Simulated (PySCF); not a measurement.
**GeH2O (SMILES [O]=[GeH2]): CCSDT/STO-3G**

Aim: the vertical singlet–triplet gap of GeH2O at CCSDT/STO-3G, from 2 runs. 

Program for the calculation: PySCF 2.14.0.

3 further runs of the same task are left out: 3 set aside as unsound or not needed.

### 1 The molecule

The species is GeH2O (4 atoms), meant as a singlet with charge 0. SMILES: `[O]=[GeH2]`. The shape comes from GFN2-xTB, which is rough for such elements, and wasn't checked as a minimum.

Bond lengths: O1–Ge2 1.574 Å, Ge2–H3 1.525 Å, Ge2–H4 1.525 Å. Angles: O1–Ge2–H3 124.2°, O1–Ge2–H4 124.2°, H3–Ge2–H4 111.5°.

### 2 A single-point energy at CCSDT/STO-3G

Input file job.py:

```python
from pyscf import gto, scf, cc

mol = gto.M(
    atom=[
    ('O', (-0.057340, -0.939430, 1.305970)),
    ('Ge', (-0.001210, -0.020580, 0.028630)),
    ('H', (-1.112200, 0.070350, -1.011580)),
    ('H', (1.170750, 0.889670, -0.323020)),
],
    basis='sto-3g',
    max_memory=1860,
    verbose=3,
)

mf = scf.RHF(mol)
mf.conv_tol = 1e-10
mf.kernel()
if not mf.converged:
    mf = mf.newton().run(mf.mo_coeff, mf.mo_occ)

mycc = cc.CCSDT(mf, frozen=10)
mycc.kernel()
energy = mycc.e_tot
print('E(%s) = %.9f' % ('CCSDT', energy))
```

Run with:

```console
$ OMP_NUM_THREADS=1 python job.py
```

What it wrote:

```text
converged SCF energy = -2126.672872902
_make_eris_incore_RCCSDT

WARN: A large `blksize` is being used, which may cause large memory consumption
      for storing contraction intermediates. If memory is sufficient, consider using
      `pyscf.cc.rccsdt_highm.RCCSDT` instead.

RCCSDT converged
E(RCCSDT) = -2126.821329615578   E_corr = -0.1484567135754035
E_corr(same-spin) = -0.01891044138496
E_corr(oppo-spin) = -0.129546272190443
E(CCSDT) = -2126.821329616
```

Run time: 1.9 s. Hardware: 1 thread of Arm Neoverse V1, shared host; peak memory 0.11 GiB.

### 3 The triplet

Input file calc.py:

```python
from pyscf import gto, scf, cc

mol = gto.Mole()
mol.atom = 'O -0.057340 -0.939430 1.305970; Ge -0.001210 -0.020580 0.028630; H -1.112200 0.070350 -1.011580; H 1.170750 0.889670 -0.323020'
mol.charge = 0
mol.max_memory = 1860
mol.spin = 2
mol.basis = 'sto-3g'
mol.verbose = 3
mol.build()

mf = scf.UHF(mol)
mf.conv_tol = 1e-10
mf.kernel()
if not mf.converged:
    mf = mf.newton().run(mf.mo_coeff, mf.mo_occ)

mycc = cc.CCSDT(mf, frozen=10)
mycc.kernel()
e_final = mycc.e_tot
print(f'total energy: {e_final:.8f} hartree')
```

Run with:

```console
$ OMP_NUM_THREADS=1 python calc.py
```

What it wrote:

```text
WARN: HOMO -0.200648162200001 >= LUMO -0.520567641372114

converged SCF energy = -2126.63873555975  <S^2> = 2.0092533  2S+1 = 3.0061626
_make_eris_incore_UCCSDT

WARN: A large `blksize_v_aaa` is being used, which may cause large memory consumption
      for storing contraction intermediates. If memory is sufficient, consider using
      `pyscf.cc.uccsdt_highm.UCCSDT` instead.

WARN: A large `blksize_v_aab` is being used, which may cause large memory consumption
      for storing contraction intermediates. If memory is sufficient, consider using
      `pyscf.cc.uccsdt_highm.UCCSDT` instead.

UCCSDT converged
E(UCCSDT) = -2126.712370242157   E_corr = -0.07363468241136499
E_corr(same-spin) = -0.0099747113631518
E_corr(oppo-spin) = -0.0636599710482132
total energy: -2126.71237024 hartree
```

Run time: 4.5 s. Hardware: 1 thread of Arm Neoverse V1, shared host; peak memory 0.11 GiB.

### 4 Summary of results

Level: CCSDT/STO-3G, 10 core orbitals frozen.

```
                                                           quantity           value
                                              singlet: total energy  -2126.82133 Eh
                      singlet: dipole moment (Hartree–Fock density)          2.11 D
                       singlet: HOMO energy (Hartree–Fock orbitals)        -7.90 eV
                       singlet: LUMO energy (Hartree–Fock orbitals)         6.43 eV
                     singlet: HOMO–LUMO gap (Hartree–Fock orbitals)        14.33 eV
              singlet: correlation energy (10 core orbitals frozen)      -148.5 mEh
                                             singlet: T1 diagnostic           0.012
                                              triplet: total energy  -2126.71237 Eh
                      triplet: dipole moment (Hartree–Fock density)          0.79 D
triplet: HOMO energy (Hartree–Fock orbitals) (highest over α and β)        -4.01 eV
 triplet: LUMO energy (Hartree–Fock orbitals) (lowest over α and β)         7.56 eV
              triplet: correlation energy (10 core orbitals frozen)       -73.6 mEh
                         triplet: ⟨S²⟩ of the reference determinant           2.009
                                             triplet: T1 diagnostic           0.018
                   vertical energy of the triplet above the singlet        2.965 eV
```

What this shows: At this shape the triplet lies 2.96 eV (286 kJ/mol) above the singlet. In a minimal basis such a difference can be off by several eV, whatever the method. Mulliken charges (triplet) of the mean-field density run from -0.30 on O1 to +0.46 on Ge2; they depend strongly on the basis.
